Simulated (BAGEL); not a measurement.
# C2H8OSi (SMILES CC[SiH2]O): B3LYP/6-31G(d) (density fitting with cc-pvqz-jkfit, spherical functions)

What is the energy change on altering one bond length of C2H8OSi at B3LYP/6-31G* (density fitting with cc-pvqz-jkfit, spherical functions)? 

The calculation is run with BAGEL 1.2.2.

2 further runs of the same task are left out: 1 that didn't finish, 1 set aside as unsound or not needed.

### 1 The system as given

The species is C2H8OSi (12 atoms), meant as a singlet with charge 0. As SMILES, `CC[SiH2]O`. The coordinates come from a PBE0-D4/def2-TZVP relaxation. This is one conformer, not always the lowest.

Bond lengths: C1–C2 1.526 Å, C2–Si3 1.868 Å, Si3–O4 1.653 Å, C1–H5 1.094 Å, C1–H6 1.093 Å, C1–H7 1.093 Å, C2–H8 1.096 Å, C2–H9 1.097 Å, Si3–H10 1.494 Å, Si3–H11 1.484 Å, O4–H12 0.957 Å. Some angles: C1–C2–Si3 113.6°, C2–Si3–O4 112.4°, C1–C2–H8 110.5°, C1–C2–H9 110.5°, Si3–C2–H8 108.4°, Si3–C2–H9 107.5°, C2–C1–H5 111.5°, C2–C1–H6 111.3°, C2–C1–H7 111.8°, C2–Si3–H10 108.7°.

### 2 The energy at B3LYP/6-31G(d) (density fitting with cc-pvqz-jkfit, spherical functions)

dft.json reads:

```json
{ "bagel": [

{
  "title": "molecule",
  "basis": "6-31gs.json",
  "df_basis": "cc-pvqz-jkfit",
  "angstrom": true,
  "geometry": [
    { "atom": "C", "xyz": [   -1.462000,   -0.315100,   -0.130400 ] },
    { "atom": "C", "xyz": [   -0.193100,   -0.595200,    0.670600 ] },
    { "atom": "Si", "xyz": [    1.348100,    0.138200,   -0.088600 ] },
    { "atom": "O", "xyz": [    1.258000,    1.782700,   -0.229600 ] },
    { "atom": "H", "xyz": [   -1.384700,   -0.701300,   -1.150800 ] },
    { "atom": "H", "xyz": [   -1.659100,    0.758300,   -0.198700 ] },
    { "atom": "H", "xyz": [   -2.341400,   -0.775300,    0.326800 ] },
    { "atom": "H", "xyz": [   -0.292100,   -0.210900,    1.691700 ] },
    { "atom": "H", "xyz": [   -0.031100,   -1.675800,    0.767200 ] },
    { "atom": "H", "xyz": [    1.555800,   -0.473500,   -1.435500 ] },
    { "atom": "H", "xyz": [    2.530600,   -0.124900,    0.769100 ] },
    { "atom": "H", "xyz": [    0.748100,    2.137600,   -0.957900 ] }
  ]
},
{
  "title": "ks",
  "xc_func": "b3lyp"
},
{
  "title": "print",
  "file": "orbitals.molden",
  "orbitals": true
}

]}
```

The basis set 6-31G* is read from a file made from the Basis Set Exchange's data (not shown).

Command:

```console
$ BAGEL_NUM_THREADS=1 BAGEL dft.json > dft.out
```

The program printed:

```text
* using 1 threads per process

  ===============================================================
  ===============================================================

  *** Geometry ***

  { "atom" : "C", "xyz" : [     -2.762780,     -0.595453,     -0.246420 ] },
  { "atom" : "C", "xyz" : [     -0.364906,     -1.124765,      1.267250 ] },
  { "atom" : "Si", "xyz" : [      2.547540,      0.261160,     -0.167430 ] },
  { "atom" : "O", "xyz" : [      2.377275,      3.368815,     -0.433881 ] },
  { "atom" : "H", "xyz" : [     -2.616704,     -1.325265,     -2.174697 ] },
  { "atom" : "H", "xyz" : [     -3.135245,      1.432979,     -0.375489 ] },
  { "atom" : "H", "xyz" : [     -4.424605,     -1.465105,      0.617562 ] },
  { "atom" : "H", "xyz" : [     -0.551989,     -0.398543,      3.196850 ] },
  { "atom" : "H", "xyz" : [     -0.058770,     -3.166803,      1.449798 ] },
  { "atom" : "H", "xyz" : [      2.940036,     -0.894785,     -2.712702 ] },
  { "atom" : "H", "xyz" : [      4.782141,     -0.236027,      1.453388 ] },
  { "atom" : "H", "xyz" : [      1.413704,      4.039479,     -1.810169 ] },

  Number of auxiliary basis functions:      874

  Since a DF basis is specified, we compute 2- and 3-index integrals:
    o Being stored without compression. Storage requirement is 0.040 GB

  Number of basis functions:       76
  Number of electrons      :       42

    * METHOD: MOLECULE                             1.23

  *** Kohn-Sham DFT ***

    * Removing 23272 points whose weight is below 1.00e-10
    * Grid points: 155600

  === Nuclear Repulsion ===
   176.4240781653

       - DIIS with orbital gradients will be used.

  === KS iteration (b3lyp / 6-31gs.json) ===
      0       -404.37498644          0.15515322           0.73
      1       -286.12271047          0.22129108           0.70
      2       -343.03643132          0.12412816           0.70
      3       -388.17451490          0.15305420           0.72
      4       -442.31906005          0.06406881           0.73
      5       -428.90993895          0.11818898           0.73
      6       -437.32248216          0.09394515           0.69
      7       -423.68267750          0.12271970           0.69
      8       -429.71413768          0.14033997           0.73
      9       -445.65810153          0.01719387           0.71
     10       -445.72392835          0.01029387           0.70
     11       -445.76584355          0.00480361           0.72
     12       -445.77292154          0.00351060           0.70
     13       -445.77814805          0.00051655           0.72
     14       -445.77824801          0.00022116           0.73
     15       -445.77826829          0.00003100           0.69
     16       -445.77826871          0.00001358           0.69
     17       -445.77826878          0.00000302           0.71
     18       -445.77826879          0.00000147           0.68
     19       -445.77826879          0.00000072           0.73
     20       -445.77826879          0.00000010           0.69
     21       -445.77826879          0.00000004           0.68
     22       -445.77826879          0.00000001           0.68
    * SCF iteration converged.

    * Permanent dipole moment:
           (    0.568614,     0.148049,     0.306875) a.u.

    * METHOD: KS                                  17.59

    * METHOD: PRINT                                0.01

  ===============================================================
```

Wall time 19 s (1 thread of Intel Xeon Platinum 8259CL at 2.50GHz (Skylake/Cascade Lake), shared host); peak memory 0.57 GiB.

### 3 The distorted shape at the same level

job.json reads:

```json
{ "bagel" : [

{
  "title" : "molecule",
  "basis" : "6-31gs.json",
  "df_basis" : "cc-pvqz-jkfit",
  "angstrom" : true,
  "geometry" : [
    { "atom" : "C", "xyz" : [      -2.477139,      -0.091016,      -0.771212 ] },
    { "atom" : "C", "xyz" : [      -0.193100,      -0.595200,       0.670600 ] },
    { "atom" : "Si", "xyz" : [       1.348100,       0.138200,      -0.088600 ] },
    { "atom" : "O", "xyz" : [       1.258000,       1.782700,      -0.229600 ] },
    { "atom" : "H", "xyz" : [      -2.399839,      -0.477216,      -1.791612 ] },
    { "atom" : "H", "xyz" : [      -2.674239,       0.982384,      -0.839512 ] },
    { "atom" : "H", "xyz" : [      -3.356539,      -0.551216,      -0.314012 ] },
    { "atom" : "H", "xyz" : [      -0.292100,      -0.210900,       1.691700 ] },
    { "atom" : "H", "xyz" : [      -0.031100,      -1.675800,       0.767200 ] },
    { "atom" : "H", "xyz" : [       1.555800,      -0.473500,      -1.435500 ] },
    { "atom" : "H", "xyz" : [       2.530600,      -0.124900,       0.769100 ] },
    { "atom" : "H", "xyz" : [       0.748100,       2.137600,      -0.957900 ] }
  ]
},

{ "title" : "ks", "xc_func" : "b3lyp" },

{ "title" : "print", "file" : "orbitals.molden", "orbitals" : true }

]}
```

The basis set 6-31G* is read from a file made from the Basis Set Exchange's data (not shown).

Command:

```console
$ BAGEL_NUM_THREADS=1 BAGEL job.json > job.out
```

The program printed:

```text
* using 1 threads per process

  ===============================================================
  ===============================================================

  *** Geometry ***

  { "atom" : "C", "xyz" : [     -4.681114,     -0.171995,     -1.457379 ] },
  { "atom" : "C", "xyz" : [     -0.364906,     -1.124765,      1.267250 ] },
  { "atom" : "Si", "xyz" : [      2.547540,      0.261160,     -0.167430 ] },
  { "atom" : "O", "xyz" : [      2.377275,      3.368815,     -0.433881 ] },
  { "atom" : "H", "xyz" : [     -4.535038,     -0.901808,     -3.385656 ] },
  { "atom" : "H", "xyz" : [     -5.053579,      1.856437,     -1.586448 ] },
  { "atom" : "H", "xyz" : [     -6.342939,     -1.041647,     -0.593397 ] },
  { "atom" : "H", "xyz" : [     -0.551989,     -0.398543,      3.196850 ] },
  { "atom" : "H", "xyz" : [     -0.058770,     -3.166803,      1.449798 ] },
  { "atom" : "H", "xyz" : [      2.940036,     -0.894785,     -2.712702 ] },
  { "atom" : "H", "xyz" : [      4.782141,     -0.236027,      1.453388 ] },
  { "atom" : "H", "xyz" : [      1.413704,      4.039479,     -1.810169 ] },

  Number of auxiliary basis functions:      874

  Since a DF basis is specified, we compute 2- and 3-index integrals:
    o Being stored without compression. Storage requirement is 0.040 GB

  Number of basis functions:       76
  Number of electrons      :       42

    * METHOD: MOLECULE                             1.20

  *** Kohn-Sham DFT ***

    * Removing 20955 points whose weight is below 1.00e-10
    * Grid points: 157917

  === Nuclear Repulsion ===
   159.4302409926

       - DIIS with orbital gradients will be used.

  === KS iteration (b3lyp / 6-31gs.json) ===
      0       -392.60065375          0.12887139           0.73
      1       -190.96108593          0.16226175           0.73
      2       -341.69419880          0.11429527           0.70
      3       -403.11398517          0.17119629           0.70
      4       -441.95810021          0.07669693           0.69
      5       -437.76496747          0.08274320           0.69
      6       -443.92723936          0.04952495           0.70
      7       -433.59856003          0.09858398           0.70
      8       -420.84427231          0.12295844           0.70
      9       -445.45553479          0.01830755           0.71
     10       -445.32048191          0.01971339           0.70
     11       -445.60040915          0.00551500           0.69
     12       -445.61965542          0.00350138           0.70
     13       -445.62391933          0.00201573           0.70
     14       -445.62537297          0.00067287           0.78
     15       -445.62557926          0.00029892           0.69
     16       -445.62562474          0.00005440           0.71
     17       -445.62562607          0.00001449           0.70
     18       -445.62562618          0.00000363           0.69
     19       -445.62562618          0.00000222           0.69
     20       -445.62562618          0.00000206           0.69
     21       -445.62562619          0.00000038           0.69
     22       -445.62562619          0.00000013           0.69
     23       -445.62562619          0.00000003           0.69
     24       -445.62562619          0.00000001           0.69
    * SCF iteration converged.

    * Permanent dipole moment:
           (    0.600309,     0.142241,     0.332772) a.u.

    * METHOD: KS                                  18.91

    * METHOD: PRINT                                0.01

  ===============================================================
```

Wall time 20 s (1 thread of Intel Xeon Platinum 8259CL at 2.50GHz (Skylake/Cascade Lake), shared host); peak memory 0.58 GiB.

### 4 Summary of results

At B3LYP/6-31G* (density fitting with cc-pvqz-jkfit, spherical functions):

| quantity | value |
| --- | --- |
| first shape: total energy | -445.77827 Eh |
| first shape: dipole moment | 1.68 D |
| first shape: HOMO energy | -7.57 eV |
| first shape: LUMO energy | 0.77 eV |
| first shape: HOMO–LUMO gap | 8.35 eV |
| distorted shape: total energy | -445.62563 Eh |
| distorted shape: dipole moment | 1.78 D |
| distorted shape: HOMO energy | -6.59 eV |
| distorted shape: LUMO energy | -2.66 eV |
| distorted shape: HOMO–LUMO gap | 3.93 eV |
| energy change with the C1–C2 bond stretched from 1.526 to 2.748 Å | 4.154 eV |

What this shows: One bond (distorted shape) is far stretched, which a spin-restricted single reference describes badly; a broken-symmetry solution may lie lower. With the C1–C2 bond stretched from 1.526 to 2.748 Å the energy rises by 4.15 eV (96 kcal/mol). The first shape isn't relaxed at this level, so the change isn't measured from a minimum. A restricted reference can't describe the breaking bond well at this length.
